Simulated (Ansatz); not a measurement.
**CH₄AsBS: one species, many methods**

An exercise on one series of results from a longer session: the logs are not shown, and one member is left open.

Computed with Ansatz 0.2.0, Gaussian basis. Level: functionals in def2-TZVPP, the program's frozen cores in correlated methods.

Levels to be run: LDA (SPW92), PBE-D4, revPBE-D4, BLYP-D4, r2SCAN-D4, B97M-V, PBE0-D4, B3LYP-D4, r2SCANh-D4, r2SCAN0-D4, HSE06-D4, BHLYP-D4, CAM-B3LYP-D4, LC-ωPBE, ωB97X-V, ωB97M-V, B2PLYP, PBE-QIDH; CCSD(T)/def2-SVP; CCSD(T)/def2-TZVPP; MP2/def2-QZVPP; extrapolation to the limit; RPA on PBE.

## The relaxed structure

An earlier PBE0-D4 in a triple-zeta def2 set relaxation fixed the geometry.

SMILES `B1SC[AsH]1`, 8 atoms, charge 0, spin multiplicity 1.

Atoms are counted from 1 here; the program's logs count them from 0.

Bond lengths: B1–S2 1.769 Å, B1–As4 2.038 Å, B1–H5 1.189 Å, S2–C3 1.817 Å, C3–As4 2.008 Å, C3–H6 1.088 Å, C3–H7 1.089 Å, As4–H8 1.524 Å. Angles: S2–B1–As4 97.1°, S2–B1–H5 126.7°, As4–B1–H5 136.1°, B1–S2–C3 88.7°, S2–C3–As4 96.6°, S2–C3–H6 110.9°, S2–C3–H7 112.1°, As4–C3–H6 113.2°, As4–C3–H7 113.7°, H6–C3–H7 109.9°, B1–As4–C3 76.6°, B1–As4–H8 96.3°, C3–As4–H8 97.4°.

Set-up of the first run:

File in.yaml:

```yaml
crystal:
  periodic: [false, false, false]
  atoms:
    - {symbol: B, position_ang: [-1.235020, 0.276415, -0.686153]}
    - {symbol: S, position_ang: [-0.252551, 1.528732, 0.086798]}
    - {symbol: C, position_ang: [1.030311, 0.278036, 0.389403]}
    - {symbol: As, position_ang: [0.183098, -1.187036, -0.690596]}
    - {symbol: H, position_ang: [-2.345093, 0.395222, -1.094865]}
    - {symbol: H, position_ang: [1.100275, 0.042665, 1.449673]}
    - {symbol: H, position_ang: [2.004114, 0.590811, 0.014479]}
    - {symbol: H, position_ang: [-0.393034, -1.981945, 0.475462]}
basis:
  gaussian: {orbitals: def2-TZVPP}
hamiltonian: {xc: lda}
output: {orbitals: {seedname: orbitals}}
```

Launch:

```console
$ ansatz run in.yaml --threads 2 --pin off --events-out ev --progress --plain --max-ram 4352MiB
```

Among the steps run: LDA; PBE-D4 (GGA); revPBE-D4 (GGA); BLYP-D4 (GGA); r2SCAN-D4 (meta-GGA); B97M-V (meta-GGA); PBE0-D4 (hybrid); B3LYP-D4 (hybrid); r2SCANh-D4 (hybrid); r2SCAN0-D4 (hybrid); HSE06-D4 (hybrid); BHLYP-D4 (hybrid); CAM-B3LYP-D4 (range-separated); LC-ωPBE (range-separated); ωB97X-V (range-separated); ωB97M-V (range-separated); B2PLYP (double hybrid); PBE-QIDH (double hybrid).

One of the session's tables, all rows but one given; the rest of the session is left out.

```
  functional  HOMO (eV)  LUMO (eV)  gap (eV)
 LDA (SPW92)      -6.00      -2.44      3.56
      PBE-D4          ?          ?         ?
   revPBE-D4      -5.80      -2.16      3.64
     BLYP-D4      -5.69      -2.06      3.63
   r2SCAN-D4      -6.07      -2.02      4.05
      B97M-V      -6.12      -2.00      4.12
     PBE0-D4      -6.90      -1.37      5.53
    B3LYP-D4      -6.69      -1.53      5.16
  r2SCANh-D4      -6.46      -1.71      4.75
  r2SCAN0-D4      -7.05      -1.24      5.80
    HSE06-D4      -6.51      -1.75      4.76
    BHLYP-D4      -7.82      -0.34      7.47
CAM-B3LYP-D4      -8.14      -0.25      7.89
     LC-ωPBE      -9.44       0.80     10.24
     ωB97X-V      -9.10       0.75      9.85
     ωB97M-V      -8.95       0.60      9.55
```

**Question.** Estimate the row for PBE-D4.

As computed: HOMO (eV): -5.85; LUMO (eV): -2.24; gap (eV): 3.61. In the column «HOMO (eV)» it lies between LDA (SPW92) (-6.00) and revPBE-D4 (-5.80).
